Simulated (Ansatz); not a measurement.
**C2H7FSi2: up Jacob's ladder to CCSD(T)**

Aim: compute C2H7FSi2 with functionals from several rungs and with coupled cluster. The yardstick is the atomisation energy at the CCSD(T) limit.

Program: Ansatz 0.2.0, Gaussian basis. Level of theory: functionals in def2-TZVPP, the program's frozen cores in correlated methods. These are calculated values, not measurements.

Levels to be run: LDA (SPW92), PBE-D4, revPBE-D4, BLYP-D4, r2SCAN-D4, B97M-V, PBE0-D4, B3LYP-D4, r2SCANh-D4, r2SCAN0-D4, HSE06-D4, BHLYP-D4, CAM-B3LYP-D4, LC-ωPBE, ωB97X-V, ωB97M-V, B2PLYP, PBE-QIDH; CCSD(T)/def2-SVP; CCSD(T)/def2-TZVPP; MP2/def2-QZVPP; extrapolation to the limit; RPA on PBE.

## Step 1: The geometry

An earlier PBE0-D4 in a triple-zeta def2 set relaxation fixed the geometry.

12 atoms, charge 0, spin multiplicity 1.

Atoms are counted from 1 here; the program's logs count them from 0.

Bond lengths: C1–Si2 1.865 Å, C1–H6 1.093 Å, C1–H7 1.093 Å, C1–H8 1.092 Å, Si2–C3 1.888 Å, Si2–H9 1.488 Å, Si2–H12 1.501 Å, C3–Si4 1.878 Å, C3–H10 1.093 Å, C3–H11 1.095 Å, Si4–F5 1.626 Å. Angles: Si2–C1–H6 110.8°, Si2–C1–H7 109.8°, Si2–C1–H8 111.1°, H6–C1–H7 108.3°, H6–C1–H8 108.3°, H7–C1–H8 108.4°, C1–Si2–C3 111.0°, C1–Si2–H9 112.1°, C1–Si2–H12 108.9°, C3–Si2–H9 110.9°, C3–Si2–H12 107.2°, H9–Si2–H12 106.4°, Si2–C3–Si4 104.3°, Si2–C3–H10 110.2°, Si2–C3–H11 108.7°, Si4–C3–H10 110.5°, Si4–C3–H11 113.1°, H10–C3–H11 109.8° and more.

## Step 2: LDA

This LDA is Slater exchange with PW92 correlation.

The input, in.yaml:

```yaml
crystal:
  periodic: [false, false, false]
  atoms:
    - {symbol: C, position_ang: [-1.493517, 0.552860, -0.453061]}
    - {symbol: Si, position_ang: [-0.046404, -0.605042, -0.657413]}
    - {symbol: C, position_ang: [0.983782, -0.686396, 0.922824]}
    - {symbol: Si, position_ang: [2.372620, 0.544512, 0.633709]}
    - {symbol: F, position_ang: [1.520128, 1.918666, 0.806763]}
    - {symbol: H, position_ang: [-2.183360, 0.182011, 0.308704]}
    - {symbol: H, position_ang: [-1.138670, 1.538534, -0.142855]}
    - {symbol: H, position_ang: [-2.044166, 0.663328, -1.389623]}
    - {symbol: H, position_ang: [-0.472423, -1.965578, -1.083179]}
    - {symbol: H, position_ang: [1.387070, -1.693521, 1.059674]}
    - {symbol: H, position_ang: [0.345234, -0.423069, 1.772226]}
    - {symbol: H, position_ang: [0.846806, -0.081305, -1.743772]}
basis:
  gaussian: {orbitals: def2-TZVPP}
hamiltonian: {xc: lda}
output: {orbitals: {seedname: orbitals}}
```

Command:

```
$ ansatz run in.yaml --threads 4 --pin off --events-out ev --progress --plain --max-ram 10444MiB
```

Further steps of the session: PBE-D4 (GGA); revPBE-D4 (GGA); BLYP-D4 (GGA); r2SCAN-D4 (meta-GGA); B97M-V (meta-GGA); B3LYP-D4 (hybrid); r2SCANh-D4 (hybrid); r2SCAN0-D4 (hybrid); HSE06-D4 (hybrid); BHLYP-D4 (hybrid); CAM-B3LYP-D4 (range-separated); LC-ωPBE (range-separated); ωB97X-V (range-separated); ωB97M-V (range-separated); B2PLYP (double hybrid); PBE-QIDH (double hybrid); CCSD(T) in def2-SVP; CCSD(T) in def2-TZVPP; MP2 in def2-QZVPP; RPA on PBE orbitals.

Q: Predict the results of all the runs planned. Wanted: atomisation energy, CCSD(T)/CBS; farthest beyond LDA; mean size of error, GGA; mean size of error, meta-GGA; mean size of error, hybrid; mean size of error, range-separated; mean size of error, double hybrid; gap, smallest and largest; T1 diagnostic.

As calculated:

| quantity | value |
| --- | --- |
| atomisation energy, CCSD(T)/CBS | 1046.5 kcal/mol |
| functionals within 5.2 kcal/mol (0.5 %) | r2SCAN-D4, B97M-V, PBE0-D4, B3LYP-D4, HSE06-D4, CAM-B3LYP-D4, ωB97X-V, ωB97M-V |
| farthest beyond LDA | BHLYP-D4 (-24.0 kcal/mol) |
| mean size of error, GGA | 9.5 kcal/mol |
| mean size of error, meta-GGA | 2.3 kcal/mol |
| mean size of error, hybrid | 9.0 kcal/mol |
| mean size of error, range-separated | 4.4 kcal/mol |
| mean size of error, double hybrid | 11.8 kcal/mol |
| gap, smallest and largest | 2.67 eV (LDA (SPW92)), 9.43 eV (LC-ωPBE) |
| T1 diagnostic | 0.0130 |
| triples share of the correlation energy | 3.6 % |

In words: LDA overbinds by 129.3 kcal/mol (12 %). PBE-D4 is off by +7.6 kcal/mol. Double hybrids carry the basis error of their MP2 part in triple zeta, and no dispersion term here, so their miss is partly the set-up's. The rungs meta-GGA, range-separated miss on average by less than the doubt on the reference (5.2 kcal/mol), so they tie. The reference freezes the cores and leaves out relativity and excitations past (T), so misses under about 5.2 kcal/mol can't be ranked. Hartree-Fock recovers 75 % of the binding; the rest is correlation. CCSD(T) in def2-SVP is off by -63.5 kcal/mol, worse than the median functional, from the basis alone. The gap grows from 2.7 to 9.4 eV across the functionals, mostly with the share of exact exchange. The restricted reference is unstable towards a spin-broken one.
